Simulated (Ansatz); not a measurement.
# Cl₅HOW: one species, many methods

An exercise on one series of results from a longer session: the logs are not shown, and one member is left open.

The runs use Ansatz 0.2.0, Gaussian basis; functionals in def2-TZVPP, the program's frozen cores in correlated methods.

Levels to be run: LDA (SPW92), PBE-D4, revPBE-D4, BLYP-D4, r2SCAN-D4, B97M-V, PBE0-D4, B3LYP-D4, r2SCANh-D4, r2SCAN0-D4, HSE06-D4, BHLYP-D4, CAM-B3LYP-D4, LC-ωPBE, ωB97X-V, ωB97M-V, B2PLYP, PBE-QIDH; CCSD(T)/def2-SVP; CCSD(T)/def2-TZVPP; MP2/def2-QZVPP; extrapolation to the limit; RPA on PBE.

### Structure used throughout

All runs share one geometry, relaxed beforehand with PBE0-D4 in a triple-zeta def2 set. W takes the def2 core potential; no spin-orbit term is included.

8 atoms, charge 0, spin multiplicity 1.

Atoms are counted from 1 here; the program's logs count them from 0.

Bond lengths: O1–W2 1.850 Å, O1–H8 0.962 Å, W2–Cl3 2.332 Å, W2–Cl4 2.278 Å, W2–Cl5 2.288 Å, W2–Cl6 2.299 Å, W2–Cl7 2.299 Å. Angles: W2–O1–H8 131.6°, O1–W2–Cl3 83.9°, O1–W2–Cl4 92.9°, O1–W2–Cl5 170.6°, O1–W2–Cl6 92.0°, O1–W2–Cl7 92.0°, Cl3–W2–Cl4 176.8°, Cl3–W2–Cl5 86.7°, Cl3–W2–Cl6 91.3°, Cl3–W2–Cl7 91.4°, Cl4–W2–Cl5 96.5°, Cl4–W2–Cl6 88.7°, Cl4–W2–Cl7 88.8°, Cl5–W2–Cl6 88.2°, Cl5–W2–Cl7 88.2°, Cl6–W2–Cl7 175.4°.

The first run:

in.yaml

```yaml
crystal:
  periodic: [false, false, false]
  atoms:
    - {symbol: O, position_ang: [-0.678970, -1.269522, 0.694724]}
    - {symbol: W, position_ang: [-0.004305, 0.195520, -0.211854]}
    - {symbol: Cl, position_ang: [1.643066, 0.146015, 1.438262]}
    - {symbol: Cl, position_ang: [-1.667484, 0.143501, -1.767436]}
    - {symbol: Cl, position_ang: [1.099446, 2.005404, -1.071646]}
    - {symbol: Cl, position_ang: [-1.279236, 1.651300, 1.028584]}
    - {symbol: Cl, position_ang: [1.259076, -1.140541, -1.591138]}
    - {symbol: H, position_ang: [-0.371582, -1.731695, 1.480495]}
basis:
  gaussian: {orbitals: def2-TZVPP}
hamiltonian: {xc: lda}
output: {orbitals: {seedname: orbitals}}
```

Run with:

```console
$ ansatz run in.yaml --threads 2 --pin off --events-out ev --progress --plain --max-ram 32768MiB --backend cuda --devices 0, --max-vram 18GiB
```

Among the steps run: LDA; PBE-D4 (GGA); revPBE-D4 (GGA); BLYP-D4 (GGA); r2SCAN-D4 (meta-GGA); B97M-V (meta-GGA); B3LYP-D4 (hybrid); r2SCANh-D4 (hybrid); r2SCAN0-D4 (hybrid); HSE06-D4 (hybrid); BHLYP-D4 (hybrid); CAM-B3LYP-D4 (range-separated); LC-ωPBE (range-separated); ωB97X-V (range-separated); ωB97M-V (range-separated); B2PLYP (double hybrid); PBE-QIDH (double hybrid).

One of the session's tables, all rows but one given; the rest of the session is left out.

It belongs to the step «Frontier levels by functional». 

| functional | HOMO (eV) | LUMO (eV) | gap (eV) |
| --- | --- | --- | --- |
| LDA (SPW92) | -7.71 | -5.59 | 2.12 |
| PBE-D4 | -7.55 | -5.40 | 2.16 |
| revPBE-D4 | -7.50 | -5.32 | 2.18 |
| BLYP-D4 | -7.38 | -5.26 | 2.11 |
| r2SCAN-D4 | -7.93 | -5.52 | 2.41 |
| B97M-V | -8.02 | -5.52 | 2.50 |
| PBE0-D4 | -8.91 | -4.97 | 3.95 |
| B3LYP-D4 | -8.63 | -5.10 | 3.53 |
| r2SCANh-D4 | -8.42 | -5.34 | 3.09 |
| r2SCAN0-D4 | -9.16 | -5.03 | 4.13 |
| HSE06-D4 | -8.51 | -5.33 | 3.18 |
| BHLYP-D4 | -10.12 | -4.32 | 5.80 |
| CAM-B3LYP-D4 | ? | ? | ? |
| LC-ωPBE | -11.64 | -3.16 | 8.47 |
| ωB97X-V | -11.26 | -3.17 | 8.10 |
| ωB97M-V | -11.09 | -3.13 | 7.96 |

**Question.** Estimate the row for CAM-B3LYP-D4.

**Answer.** HOMO (eV): -10.22; LUMO (eV): -4.07; gap (eV): 6.15. In the column «HOMO (eV)» it lies between ωB97M-V (-11.09) and BHLYP-D4 (-10.12).
